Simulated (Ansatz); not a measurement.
# CH₃Se₂ radical: basis-set convergence

The task here is to estimate one member of a computed series from the others.

Method: one geometry, several basis sets; program: Ansatz 0.2.0, Gaussian basis.

Levels to be run: PBE0-D4/def2-SVP; ωB97M-V/def2-SVP; PBE0-D4/def2-QZVPP; ωB97M-V/def2-QZVPP; the functionals' def2-TZVPP values are taken from earlier runs.

## The relaxed structure

An earlier PBE0-D4 in a triple-zeta def2 set relaxation fixed the geometry.

SMILES `C[Se][Se]`, 6 atoms, charge 0, spin multiplicity 2.

Atoms are counted from 1 here; the program's logs count them from 0.

Bond lengths: C1–Se2 1.950 Å, C1–H4 1.088 Å, C1–H5 1.091 Å, C1–H6 1.088 Å, Se2–Se3 2.228 Å. Angles: Se2–C1–H4 108.9°, Se2–C1–H5 107.2°, Se2–C1–H6 108.9°, H4–C1–H5 110.5°, H4–C1–H6 110.6°, H5–C1–H6 110.5°, C1–Se2–Se3 102.9°.

Coordinates:

```xyz
6
charge 0, multiplicity 2
C    -0.3929    0.4141   -0.3291
Se   -0.0507   -0.6181    1.2897
Se    1.8660   -1.6552    0.8242
H     0.4273    1.1116   -0.4831
H    -1.3291    0.9524   -0.1764
H    -0.4786   -0.2687   -1.1714
```

The first run:

Input file in.yaml:

```yaml
crystal:
  periodic: [false, false, false]
  atoms:
    - {symbol: C, position_ang: [-0.392863, 0.414051, -0.329079]}
    - {symbol: Se, position_ang: [-0.050675, -0.618125, 1.289686]}
    - {symbol: Se, position_ang: [1.865959, -1.655182, 0.824225]}
    - {symbol: H, position_ang: [0.427342, 1.111641, -0.483071]}
    - {symbol: H, position_ang: [-1.329081, 0.952412, -0.176426]}
    - {symbol: H, position_ang: [-0.478583, -0.268697, -1.171434]}
basis:
  gaussian: {orbitals: def2-SVP}
magnetization: {spin_polarized: true, initial_magnetization: 1}
hamiltonian: {xc: pbe0, dispersion: d4}
output: {orbitals: {seedname: orbitals}}
```

Started as:

```sh
$ ansatz run in.yaml --threads 4 --pin off --events-out ev --progress --plain --max-ram 10444MiB
```

Steps of the session up to this table: PBE0-D4 in def2-SVP; ωB97M-V in def2-SVP; PBE0-D4 in def2-QZVPP; ωB97M-V in def2-QZVPP.

One table of the session follows, with a row left open; its other results are not shown here.

It belongs to the step «Density functionals: the series». 

| functional | basis | HOMO (eV) | LUMO (eV) |
| --- | --- | --- | --- |
| PBE0-D4 | def2-SVP | -6.34 | -3.45 |
| PBE0-D4 | def2-TZVPP | ? | ? |
| PBE0-D4 | def2-QZVPP | -6.45 | -3.54 |
| ωB97M-V | def2-SVP | -8.32 | -1.48 |
| ωB97M-V | def2-TZVPP | -8.42 | -1.64 |
| ωB97M-V | def2-QZVPP | -8.44 | -1.67 |

Q: Estimate the row for PBE0-D4, def2-TZVPP from the others.

The run gave: HOMO (eV): -6.43; LUMO (eV): -3.53. In the column «HOMO (eV)» it lies between PBE0-D4, def2-QZVPP (-6.45) and PBE0-D4, def2-SVP (-6.34).
